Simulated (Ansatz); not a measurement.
# C₂H₅AlO: a ladder of functionals and wavefunction methods

One table from this session's results is given with a row withheld; the runs are named, their logs left out.

Computed with Ansatz 0.2.0, Gaussian basis. Level: functionals in def2-TZVPP, the program's frozen cores in correlated methods.

Plan: LDA (SPW92), PBE-D4, revPBE-D4, BLYP-D4, r2SCAN-D4, B97M-V, PBE0-D4, B3LYP-D4, r2SCANh-D4, r2SCAN0-D4, HSE06-D4, BHLYP-D4, CAM-B3LYP-D4, LC-ωPBE, ωB97X-V, ωB97M-V, B2PLYP, PBE-QIDH; CCSD(T)/def2-SVP; CCSD(T)/def2-TZVPP; MP2/def2-QZVPP; extrapolation to the limit; RPA on PBE.

### Structure used throughout

The geometry comes from an earlier relaxation with PBE0-D4 in a triple-zeta def2 set; it is a stationary point, not always the lowest conformer.

SMILES `[OH][Al]1[CH2][CH2]1`, 9 atoms, charge 0, spin multiplicity 1.

Atoms are counted from 1 here; the program's logs count them from 0.

Bond lengths: O1–Al2 1.687 Å, O1–H5 0.956 Å, Al2–C3 1.886 Å, Al2–C4 1.892 Å, C3–C4 1.619 Å, C3–H6 1.089 Å, C3–H7 1.089 Å, C4–H8 1.089 Å, C4–H9 1.089 Å. Angles: Al2–O1–H5 123.8°, O1–Al2–C3 153.1°, O1–Al2–C4 156.2°, C3–Al2–C4 50.7°, Al2–C3–C4 64.8°, Al2–C3–H6 123.1°, Al2–C3–H7 123.0°, C4–C3–H6 113.8°, C4–C3–H7 113.7°, H6–C3–H7 109.5°, Al2–C4–C3 64.4°, Al2–C4–H8 123.1°, Al2–C4–H9 123.2°, C3–C4–H8 113.7°, C3–C4–H9 113.8°, H8–C4–H9 109.5°.

The first run:

File in.yaml:

```yaml
crystal:
  periodic: [false, false, false]
  atoms:
    - {symbol: O, position_ang: [-0.446362, 1.463254, -2.087370]}
    - {symbol: Al, position_ang: [-0.117510, 0.519615, -0.728164]}
    - {symbol: C, position_ang: [1.005663, -0.111495, 0.649505]}
    - {symbol: C, position_ang: [-0.491950, -0.726277, 0.645547]}
    - {symbol: H, position_ang: [-1.289957, 1.472104, -2.536696]}
    - {symbol: H, position_ang: [1.785500, -0.854083, 0.486949]}
    - {symbol: H, position_ang: [1.237699, 0.471672, 1.539505]}
    - {symbol: H, position_ang: [-0.523985, -1.802259, 0.479122]}
    - {symbol: H, position_ang: [-1.070598, -0.478730, 1.534501]}
basis:
  gaussian: {orbitals: def2-TZVPP}
hamiltonian: {xc: lda}
output: {orbitals: {seedname: orbitals}}
```

On the command line:

```sh
$ ansatz run in.yaml --threads 2 --pin off --events-out ev --progress --plain --max-ram 4352MiB
```

Among the steps run: LDA; PBE-D4 (GGA); revPBE-D4 (GGA); BLYP-D4 (GGA); r2SCAN-D4 (meta-GGA); B97M-V (meta-GGA); B3LYP-D4 (hybrid); r2SCANh-D4 (hybrid); r2SCAN0-D4 (hybrid); HSE06-D4 (hybrid); BHLYP-D4 (hybrid); CAM-B3LYP-D4 (range-separated); LC-ωPBE (range-separated); ωB97X-V (range-separated); ωB97M-V (range-separated); B2PLYP (double hybrid); PBE-QIDH (double hybrid).

One table of the session follows, with a row left open; its other results are not shown here.

It belongs to the step «Frontier levels by functional». 

```
  functional  HOMO (eV)  gap (eV)
 LDA (SPW92)          ?         ?
      PBE-D4      -4.77      3.16
   revPBE-D4      -4.71      3.22
     BLYP-D4      -4.65      3.09
   r2SCAN-D4      -4.95      3.75
      B97M-V      -4.99      3.55
     PBE0-D4      -5.92      5.15
    B3LYP-D4      -5.73      4.67
  r2SCANh-D4      -5.38      4.46
  r2SCAN0-D4      -6.04      5.50
    HSE06-D4      -5.52      4.38
    BHLYP-D4      -6.99      6.95
CAM-B3LYP-D4      -7.28      7.38
     LC-ωPBE      -8.61      9.95
     ωB97X-V      -8.26      9.41
     ωB97M-V      -8.12      8.95
```

**Question.** Estimate the row for LDA (SPW92).

The run gave: HOMO (eV): -4.90; gap (eV): 3.08. In the column «HOMO (eV)» it lies between r2SCAN-D4 (-4.95) and PBE-D4 (-4.77).
